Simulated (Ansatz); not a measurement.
# CCSDT(Q)/STO-3G run of InH2F (SMILES [H][In]([H])[F])

What is the vertical singlet–triplet gap of InH2F at CCSDT(Q)/STO-3G? 

The calculation is run with Ansatz 0.2.0.

58 further runs of the same task are left out: 2 that didn't finish, 56 set aside as unsound or not needed.

## Step 1: The structure to begin with

The species is InH2F (4 atoms), meant as a singlet with charge 0. As SMILES, `[H][In]([H])[F]`. Geometry: a GFN2-xTB relaxation, a rough one for these elements and not checked as a minimum.

Bond lengths: In1–F4 1.946 Å, In1–H2 1.693 Å, In1–H3 1.691 Å. Angles: H2–In1–F4 114.4°, H3–In1–F4 114.5°, H2–In1–H3 131.1°.

## Step 2: A single-point energy at CCSDT(Q)/STO-3G

input.yaml

```yaml
crystal:
  periodic: [false, false, false]
  atoms:
    - symbol: In
      position_ang: [0.069180, 0.117330, -0.000190]
    - symbol: H
      position_ang: [1.751200, -0.073770, 0.013580]
    - symbol: H
      position_ang: [-0.891440, 1.509340, -0.018860]
    - symbol: F
      position_ang: [-0.928940, -1.552910, 0.005460]
basis:
  gaussian:
    orbitals: STO-3G
correlation:
  method: ccsdt_q
  frozen_orbitals: {F: 1, H: 0, In: 18}
magnetization:
  spin_polarized: false
accuracy: high
scf:
  omitted_lower_state_checks: [cluster_reference, increment]
```

The run is started by

```console
ansatz run input.yaml --threads 1 --pin off --max-ram 2610MiB --events-out events.jsonl --progress --plain --runs-dir runs
```

Log, cut to the lines that bear on the results:

```text
Warning: RAYON_NUM_THREADS=1 ignored (pool sized by the plan → 1); use --threads N
Functional definition: HF
  name "HF"
[...]
623 factors; integrals over basis functions are off by at most 4.0e-9 eV
[...]
mean field -157337.84092273 eV, -5782.0590064915 hartree, gradient 7.2e-9 eV, S^2 0.000000; 0 other end points of the search recorded, 0 dependent functions left out
19 core orbitals not correlated: weight in the atoms' cores, before any rotation towards them, 1.000 or more for the frozen orbitals, at most 0.000 for the correlated occupied ones
reference -157337.84092273 eV, -5782.0590064915 hartree; 11, 11 occupied and 4, 4 virtual orbitals, 623 factors
second order -1.38118733 eV of doubles, -0.00000000 eV of singles
cycle   1  -1.58448183 eV  change   -2.0e-1 eV  update   1.1e-1
[...]
cycle  27  -2.01677789 eV  change  -5.6e-10 eV  update   1.3e-9
perturbative correction -0.01959575 eV, -0.0007201306 hartree
Total energy: -157339.87729638 eV, -5782.1338418425 hartree
Checks for a lower state left out: cluster_reference, increment
```

Wall time 0.76 s (1 thread of Arm Neoverse V2, shared host).

## Step 3: The triplet at the same level

run.yaml

```yaml
crystal:
  periodic: [false, false, false]
  atoms:
    - {symbol: In, position_ang: [0.069180, 0.117330, -0.000190]}
    - {symbol: H, position_ang: [1.751200, -0.073770, 0.013580]}
    - {symbol: H, position_ang: [-0.891440, 1.509340, -0.018860]}
    - {symbol: F, position_ang: [-0.928940, -1.552910, 0.005460]}
basis:
  gaussian:
    orbitals: STO-3G
magnetization:
  spin_polarized: true
  initial_magnetization: 2
correlation:
  method: ccsdt_q
  frozen_orbitals: {F: 1, H: 0, In: 18}
accuracy: high
scf:
  omitted_lower_state_checks: [cluster_reference, increment]
```

The run is started by

```console
ansatz run run.yaml --threads 1 --pin off --max-ram 2610MiB --events-out events.jsonl --progress --plain --runs-dir runs
```

Log:

```text
Warning: RAYON_NUM_THREADS=1 ignored (pool sized by the plan → 1); use --threads N
[... 13 lines left out ...]
19 core orbitals not correlated: weight in the atoms' cores, before any rotation towards them, 1.000 or more for the frozen orbitals, at most 0.000 for the correlated occupied ones
[... 48 lines left out ...]
Total energy: -157335.00374076 eV, -5781.9547419769 hartree
Checks for a lower state left out: cluster_reference, increment
```

Wall time 2.8 s (1 thread of Arm Neoverse V2, shared host); peak memory 0.15 GiB.

## Step 4: What came out

At CCSDT(Q)/STO-3G, 19 core orbitals frozen:

```
                                             quantity           value
                                singlet: total energy  -5782.13384 Eh
singlet: correlation energy (19 core orbitals frozen)       -74.8 mEh
                               singlet: T1 diagnostic           0.020
                                triplet: total energy  -5781.95474 Eh
triplet: correlation energy (19 core orbitals frozen)       -54.2 mEh
           triplet: ⟨S²⟩ of the reference determinant           2.025
                               triplet: T1 diagnostic           0.038
     vertical energy of the triplet above the singlet        4.874 eV
```

**Reading.** At this shape the triplet lies 4.87 eV (470 kJ/mol) above the singlet. In a minimal basis such a difference can be off by several eV, whatever the method. Relativity is left out (singlet) although the molecule holds a heavy atom. Relativity is left out (triplet) although the molecule holds a heavy atom.
